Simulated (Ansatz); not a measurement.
**CH₈AlNSi₂: one species, many methods**

The task here is to estimate one member of a computed series from the others.

The runs use Ansatz 0.2.0, Gaussian basis; functionals in def2-TZVPP, the program's frozen cores in correlated methods.

Plan: PBE-D4, r2SCAN-D4, PBE0-D4, B3LYP-D4, ωB97X-V, ωB97M-V, B2PLYP; CCSD(T)/def2-TZVPP; MP2/def2-QZVPP; extrapolation to the limit.

## The geometry

An earlier PBE0-D4 in a triple-zeta def2 set relaxation fixed the geometry.

SMILES `[SiH3][SiH2][N]1[CH2][AlH]1`, 13 atoms, charge 0, spin multiplicity 1.

Atoms are counted from 1 here; the program's logs count them from 0.

Bond lengths: Si1–Si2 2.349 Å, Si1–H6 1.490 Å, Si1–H7 1.490 Å, Si1–H8 1.491 Å, Si2–N3 1.711 Å, Si2–H9 1.491 Å, Si2–H10 1.496 Å, N3–C4 1.531 Å, N3–Al5 1.744 Å, C4–Al5 1.902 Å, C4–H11 1.092 Å, C4–H12 1.091 Å, Al5–H13 1.568 Å. Angles: Si2–Si1–H6 111.3°, Si2–Si1–H7 111.0°, Si2–Si1–H8 110.8°, H6–Si1–H7 107.7°, H6–Si1–H8 107.6°, H7–Si1–H8 108.1°, Si1–Si2–N3 111.7°, Si1–Si2–H9 109.1°, Si1–Si2–H10 107.6°, N3–Si2–H9 108.8°, N3–Si2–H10 111.5°, H9–Si2–H10 108.0°, Si2–N3–C4 123.7°, Si2–N3–Al5 165.6°, C4–N3–Al5 70.7°, N3–C4–Al5 59.9°, N3–C4–H11 114.3°, N3–C4–H12 114.0° and more.

The first run:

in.yaml reads:

```yaml
crystal:
  periodic: [false, false, false]
  atoms:
    - {symbol: Si, position_ang: [-2.259132, 0.111674, 0.128751]}
    - {symbol: Si, position_ang: [-0.190291, 1.208925, -0.057394]}
    - {symbol: N, position_ang: [1.088443, 0.106962, -0.336403]}
    - {symbol: C, position_ang: [1.469343, -1.015965, 0.632317]}
    - {symbol: Al, position_ang: [2.410163, -0.811377, -1.007647]}
    - {symbol: H, position_ang: [-2.244539, -0.889727, 1.232363]}
    - {symbol: H, position_ang: [-3.355545, 1.081335, 0.409831]}
    - {symbol: H, position_ang: [-2.591480, -0.610459, -1.132199]}
    - {symbol: H, position_ang: [-0.249569, 2.173660, -1.192277]}
    - {symbol: H, position_ang: [0.024030, 1.989272, 1.200748]}
    - {symbol: H, position_ang: [0.688746, -1.764574, 0.781010]}
    - {symbol: H, position_ang: [1.854652, -0.663736, 1.590812]}
    - {symbol: H, position_ang: [3.375580, -0.950589, -2.235211]}
basis:
  gaussian: {orbitals: def2-TZVPP}
hamiltonian: {xc: pbe, dispersion: d4}
output: {forces: true, orbitals: {seedname: orbitals}}
```

Command:

```bash
$ ansatz run in.yaml --threads 4 --pin off --events-out ev --progress --plain --max-ram 10444MiB
```

Steps of the session up to this table: PBE-D4 (GGA); r2SCAN-D4 (meta-GGA); PBE0-D4 (hybrid); B3LYP-D4 (hybrid); ωB97X-V (range-separated); ωB97M-V (range-separated); B2PLYP (double hybrid); CCSD(T) in def2-TZVPP; MP2 in def2-QZVPP.

One of the session's tables, all rows but one given; the rest of the session is left out.

It belongs to the step «Atomisation energies». 

```
            method  atomisation energy (kJ/mol)
            PBE-D4                            ?
         r2SCAN-D4                       4087.7
           PBE0-D4                       4057.9
          B3LYP-D4                       4088.5
           ωB97X-V                       4122.5
           ωB97M-V                       4095.6
            B2PLYP                       4028.4
     HF/def2-TZVPP                       2949.5
    MP2/def2-TZVPP                       3986.2
   CCSD/def2-TZVPP                       3913.2
CCSD(T)/def2-TZVPP                       3969.2
           MP2/CBS                       4105.7
       CCSD(T)/CBS                       4088.7
```

**Question.** Estimate the row for PBE-D4.

As computed: atomisation energy (kJ/mol): 4102.0. In the column «atomisation energy (kJ/mol)» it lies between ωB97M-V (4095.6) and MP2/CBS (4105.7).
